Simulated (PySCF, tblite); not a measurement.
**C₃H₁₀BClN+: dynamics, then NMR shifts on frames**

Aim: move C₃H₁₀BClN+ (`C[N+](C)(C)BCl`) away from its starting geometry and see how NMR shifts follow the geometry.

Computed with tblite 0.8.0 and PySCF 2.14.0, with density-fitted response routines of our own, on a single molecule in the gas phase. Atoms count from 0, in the outputs and in this text.

## (1) The starting structure

16 atoms, charge 1, multiplicity 1; geometry from: GFN2-xTB.

Bonds of the start (Å): C0–N1 1.48, N1–C2 1.48, N1–C3 1.48, N1–B4 1.56, B4–Cl5 1.65, C0–H6 1.09, C0–H7 1.09, C0–H8 1.09, C2–H9 1.09, C2–H10 1.09, C2–H11 1.09, C3–H12 1.09, C3–H13 1.09, C3–H14 1.09, B4–H15 1.17.

## (2) A short Langevin run with GFN2-xTB

The job: settings as JSON, then the geometry in Å.

```
{"job": {"kind": "md", "xc": "GFN2-xTB", "basis": "xTB", "temperature": 600, "steps": 2000, "every": 50, "frames": 5}, "charge": 1, "multiplicity": 1}
C     -0.977054     0.624814    -0.851884
N      0.014621     0.039611     0.078248
C      1.153241    -0.485415    -0.708693
C     -0.620100    -1.085480     0.797603
B      0.522954     1.142458     1.065288
Cl     1.259135     2.482093     0.444751
H     -1.821716     1.025129    -0.294408
H     -1.338861    -0.141962    -1.536358
H     -0.525942     1.428593    -1.429207
H      1.615167     0.313230    -1.284698
H      0.804136    -1.258476    -1.392787
H      1.900203    -0.915586    -0.044171
H     -1.470215    -0.730893     1.376155
H      0.092952    -1.548655     1.475965
H     -0.967164    -1.835382     0.087606
H      0.351043     0.954867     2.205179
```

Level: GFN2-xTB Langevin dynamics, gas phase.

The run is started by

```
$ OMP_NUM_THREADS=1 python probes_run.py task.json out
```

This one command runs all jobs of the session in turn.

The log of the run:

```text
t/fs     T/K      E/eV
    0.0   487.9   -540.27017
   25.0   266.8   -539.69621
   50.0   461.1   -539.72109
   75.0   519.9   -539.62077
  100.0   502.5   -539.55686
  125.0   407.2   -539.39126
  150.0   320.4   -539.41371
  175.0   544.2   -539.50971
  200.0   469.3   -539.36903
  225.0   521.1   -539.20978
  250.0   519.4   -539.06691
  275.0   695.3   -539.26710
  300.0   406.7   -539.10393
  325.0   455.2   -538.92598
  350.0   676.6   -539.01534
  375.0   822.6   -539.51753
  400.0   552.1   -538.59075
  425.0   568.3   -538.95005
  450.0   619.2   -539.44419
  475.0   605.9   -539.49338
  500.0   467.2   -539.25400
  525.0   496.6   -539.47593
  550.0   469.0   -539.44921
  575.0   515.8   -539.55664
  600.0   369.7   -539.19003
  625.0   422.8   -539.36038
  650.0   439.0   -539.32886
  675.0   724.5   -539.58984
  700.0   547.6   -539.13420
  725.0   795.5   -539.35700
  750.0   603.6   -539.16420
  775.0   644.8   -539.38290
  800.0   633.3   -539.20034
  825.0   674.7   -539.24424
  850.0   373.0   -538.84426
  875.0   597.8   -539.43850
  900.0   616.6   -539.28768
  925.0   811.3   -539.37141
  950.0   604.3   -539.23542
  975.0   550.5   -539.16923
 1000.0   619.1   -539.45385
```

Run time: 12 s. Hardware: 1 thread of Arm Neoverse V1, shared host; peak memory 0.18 GiB.

Distance from the start (root mean square after alignment): 0 fs 0.00 Å, 200 fs 0.27 Å, 400 fs 0.38 Å, 600 fs 0.43 Å, 800 fs 0.61 Å, 1000 fs 0.26 Å.

Positions (Å) and forces (eV/Å) at 1000 fs:

```xyz
16

C    -0.814    1.940    0.717    2.471    0.273    2.770
N    -1.142    0.529    0.982    0.298    1.425   -1.368
C    -1.188   -0.106   -0.360    2.430   -3.079    0.672
C    -2.517    0.486    1.501    0.627   -0.083    2.765
B    -0.131   -0.212    1.829    0.389   -1.078    1.774
Cl    1.529    0.052    2.106   -1.134    0.234   -0.687
H    -0.921    2.561    1.652    0.285   -0.684   -0.515
H    -1.512    2.338    0.088   -1.355    1.003   -2.090
H     0.263    2.045    0.411   -1.176   -0.057   -0.069
H    -0.209   -0.128   -0.965   -1.153    0.469    1.209
H    -1.934    0.256   -0.990   -1.214    0.685   -0.724
H    -1.362   -1.201   -0.114   -0.102    0.957   -0.721
H    -2.690    1.225    2.382    0.549   -1.377   -1.244
H    -2.706   -0.549    1.829   -0.259    0.570    0.053
H    -3.205    0.750    0.768   -1.152    0.453   -1.343
H    -0.679   -1.047    2.513    0.499    0.288   -0.483
```

## (3) Shielding tensors: 250 fs, PBE0/pcSseg-1

The job: settings as JSON, then the geometry in Å.

```
{"job": {"kind": "nmr", "xc": "PBE0", "basis": "pcSseg-1", "pop": false}, "charge": 1, "multiplicity": 1}
C     -1.448500     0.570000    -0.575100
N     -0.617500    -0.156600     0.402400
C      0.586500    -0.513500    -0.410300
C     -1.367800    -1.284800     0.887700
B     -0.237500     0.959400     1.466900
Cl     1.120900     1.832100     1.190400
H     -2.306300     0.859600    -0.077800
H     -1.782600    -0.022000    -1.496400
H     -0.916600     1.501200    -0.857000
H      1.162700     0.332700    -0.912700
H      0.279000    -1.307300    -1.291400
H      1.346500    -1.219500     0.160600
H     -2.415400    -0.970100     1.210400
H     -0.798300    -1.782200     1.696100
H     -1.482900    -2.091900     0.279700
H     -0.790700     0.904100     2.423000
```

Level: GIAO PBE0/pcSseg-1 NMR shielding, non-relativistic, gas phase.

The log of the run:

```text
coarse grid: 13232 points
cycle   1  E = -659.3599164420  dE =  8.564e-01  |g| = 3.946e-01  |ddm| = 3.241e+00
cycle   2  E = -659.3274147154  dE =  3.250e-02  |g| = 5.757e-01  |ddm| = 8.258e-01
cycle   3  E = -659.3975781562  dE = -7.016e-02  |g| = 4.118e-02  |ddm| = 4.192e-01
cycle   4  E = -659.3978651576  dE = -2.870e-04  |g| = 1.960e-02  |ddm| = 4.782e-02
cycle   5  E = -659.3979551346  dE = -8.998e-05  |g| = 4.452e-03  |ddm| = 1.787e-02
cycle   6  E = -659.3979597567  dE = -4.622e-06  |g| = 5.372e-04  |ddm| = 3.987e-03
final grid: 121296 points
cycle   7  E = -659.4280265193  dE = -4.649e-05  |g| = 6.718e-03  |ddm| = 2.613e-02
cycle   8  E = -659.4280248665  dE =  1.653e-06  |g| = 6.953e-03  |ddm| = 1.018e-02
cycle   9  E = -659.4280368180  dE = -1.195e-05  |g| = 9.449e-04  |ddm| = 5.566e-03
cycle  10  E = -659.4280369883  dE = -1.703e-07  |g| = 2.826e-04  |ddm| = 9.329e-04
cycle  11  E = -659.4280370042  dE = -1.591e-08  |g| = 6.065e-05  |ddm| = 2.115e-04
cycle  12  E = -659.4280370049  dE = -7.420e-10  |g| = 1.635e-05  |ddm| = 5.789e-05
converged SCF energy = -659.4280370049

GIAO shielding tensors (ppm)
atom      isotropic    diamagn.    paramagn.     s11        s22        s33       span
  0 C      138.058     250.802    -112.744    106.024    123.564    184.585     78.561
  1 N      197.898     323.136    -125.238    173.683    194.005    226.006     52.323
  2 C      122.063     252.365    -130.302     92.607    105.941    167.642     75.036
  3 C      144.501     245.323    -100.823    114.859    124.984    193.659     78.801
  4 B       43.727     196.171    -152.444    -19.274     61.724     88.731    108.006
  5 Cl     628.753    1149.304    -520.551    241.745    644.092   1000.422    758.677
  6 H       30.421      31.884      -1.463     26.372     27.422     37.471     11.099
  7 H       26.899      27.986      -1.086     23.736     24.013     32.948      9.212
  8 H       28.562      30.046      -1.484     23.294     27.854     34.538     11.243
  9 H       25.811      30.174      -4.363     20.416     26.171     30.844     10.428
 10 H       25.801      28.540      -2.739     22.259     23.678     31.465      9.206
 11 H       26.320      29.008      -2.688     22.347     23.520     33.093     10.747
 12 H       27.371      26.540       0.831     22.849     24.583     34.683     11.834
 13 H       28.139      28.118       0.021     23.523     25.354     35.540     12.017
 14 H       30.036      31.138      -1.103     26.296     27.500     36.311     10.015
 15 H       26.468      30.119      -3.651     24.067     26.679     28.656      4.589
```

It took 17 s on 1 thread of Arm Neoverse V1, shared host; peak memory 0.73 GiB.

The references, computed at this level on geometries of the same kind, shield at (ppm): 1H TMS 31.72, 13C TMS 186.9, 15N NH3 267.7, 11B BF3·OEt2 100.1, 35Cl HCl 950. Their shielding less the atom's gives the shift. The references are single molecules in the gas phase, so shifts against H2O, NH3, PH3, H3PO4 or CFCl3 are not on the usual liquid scales and can be off by tens of ppm. Each atom is listed at this fixed geometry, with no averaging over motion; a spectrum would average atoms that exchange fast.

```tsv
atoms	environment	σ (ppm)	δ (ppm)
C2	methyl carbon bonded to N	122.1	64.9
C0	methyl carbon bonded to N	138.1	48.9
C3	methyl carbon bonded to N	144.5	42.4
H10	hydrogen on a methyl carbon bonded to N	25.80	5.92
H9	hydrogen on a methyl carbon bonded to N	25.81	5.91
H11	hydrogen on a methyl carbon bonded to N	26.32	5.40
H15	hydrogen on a boron bonded to Cl, N	26.47	5.25
H7	hydrogen on a methyl carbon bonded to N	26.90	4.82
H12	hydrogen on a methyl carbon bonded to N	27.37	4.35
H13	hydrogen on a methyl carbon bonded to N	28.14	3.58
H8	hydrogen on a methyl carbon bonded to N	28.56	3.15
H14	hydrogen on a methyl carbon bonded to N	30.04	1.68
H6	hydrogen on a methyl carbon bonded to N	30.42	1.30
N1	ammonium nitrogen	197.9	69.8
B4	boron bonded to Cl, N, H	43.7	56.3
Cl5	chlorine bonded to B	629	321
```

## (4) NMR shieldings: 425 fs, PBE0/pcSseg-1

The job: settings as JSON, then the geometry in Å.

```
{"job": {"kind": "nmr", "xc": "PBE0", "basis": "pcSseg-1", "pop": false}, "charge": 1, "multiplicity": 1}
C     -2.114300     0.796100     0.207300
N     -1.324800    -0.321400     0.753900
C     -0.549000    -0.990500    -0.414400
C     -2.273600    -1.279800     1.430400
B     -0.178400     0.007300     1.605200
Cl     0.610400     1.428400     1.657500
H     -2.502600     1.460400     0.930600
H     -2.889100     0.372000    -0.544600
H     -1.446500     1.114200    -0.689800
H     -0.017200    -0.094500    -0.852600
H     -1.116600    -1.395900    -1.251600
H      0.208800    -1.792800    -0.181000
H     -2.987000    -0.631500     1.965200
H     -1.736300    -1.904500     2.192400
H     -2.862600    -1.714600     0.618900
H      0.111600    -0.927100     2.261700
```

Method: GIAO PBE0/pcSseg-1 NMR shielding, non-relativistic, gas phase.

The log of the run:

```text
coarse grid: 13232 points
cycle   1  E = -659.3711693603  dE =  8.488e-01  |g| = 3.645e-01  |ddm| = 3.231e+00
cycle   2  E = -659.3413549574  dE =  2.981e-02  |g| = 5.456e-01  |ddm| = 7.783e-01
cycle   3  E = -659.4042923329  dE = -6.294e-02  |g| = 3.217e-02  |ddm| = 3.857e-01
cycle   4  E = -659.4044681782  dE = -1.758e-04  |g| = 1.355e-02  |ddm| = 3.527e-02
cycle   5  E = -659.4045077973  dE = -3.962e-05  |g| = 4.951e-03  |ddm| = 1.362e-02
cycle   6  E = -659.4045136729  dE = -5.876e-06  |g| = 6.436e-04  |ddm| = 4.044e-03
final grid: 121296 points
cycle   7  E = -659.4348234740  dE = -4.765e-05  |g| = 6.507e-03  |ddm| = 2.721e-02
cycle   8  E = -659.4348222400  dE =  1.234e-06  |g| = 6.657e-03  |ddm| = 9.948e-03
cycle   9  E = -659.4348333511  dE = -1.111e-05  |g| = 8.157e-04  |ddm| = 5.348e-03
cycle  10  E = -659.4348334684  dE = -1.172e-07  |g| = 3.112e-04  |ddm| = 8.643e-04
cycle  11  E = -659.4348334880  dE = -1.961e-08  |g| = 6.332e-05  |ddm| = 2.315e-04
cycle  12  E = -659.4348334888  dE = -8.238e-10  |g| = 1.395e-05  |ddm| = 5.937e-05
converged SCF energy = -659.4348334888

GIAO shielding tensors (ppm)
atom      isotropic    diamagn.    paramagn.     s11        s22        s33       span
  0 C      134.986     254.431    -119.445     96.365    119.321    189.273     92.908
  1 N      186.825     326.072    -139.247    162.124    185.005    213.348     51.224
  2 C      129.850     259.450    -129.600     91.058    112.431    186.060     95.002
  3 C      127.276     244.424    -117.148     89.530    110.558    181.739     92.209
  4 B       48.287     198.003    -149.716     -4.982     57.323     92.519     97.501
  5 Cl     666.345    1150.345    -484.000    304.646    661.988   1032.400    727.754
  6 H       28.536      30.693      -2.157     23.891     26.012     35.705     11.814
  7 H       26.555      28.434      -1.879     23.250     24.814     31.600      8.350
  8 H       26.524      30.841      -4.317     23.211     25.243     31.117      7.906
  9 H       28.344      34.172      -5.828     23.695     27.133     34.203     10.509
 10 H       27.707      32.248      -4.541     24.467     24.892     33.761      9.294
 11 H       27.048      31.370      -4.322     22.898     24.040     34.207     11.309
 12 H       27.949      26.135       1.814     23.730     25.953     34.164     10.433
 13 H       26.724      25.853       0.871     22.583     24.677     32.911     10.329
 14 H       27.967      26.764       1.203     24.343     25.670     33.888      9.545
 15 H       25.980      31.631      -5.650     22.962     27.054     27.925      4.963
```

Run time: 16 s. Hardware: 1 thread of Arm Neoverse V1, shared host; peak memory 0.76 GiB.

Key values: δ C3 59.6, C2 57.1, C0 51.9, N1 80.9, H15 5.74, H8 5.19 ppm.

[end of part 1 of 2]
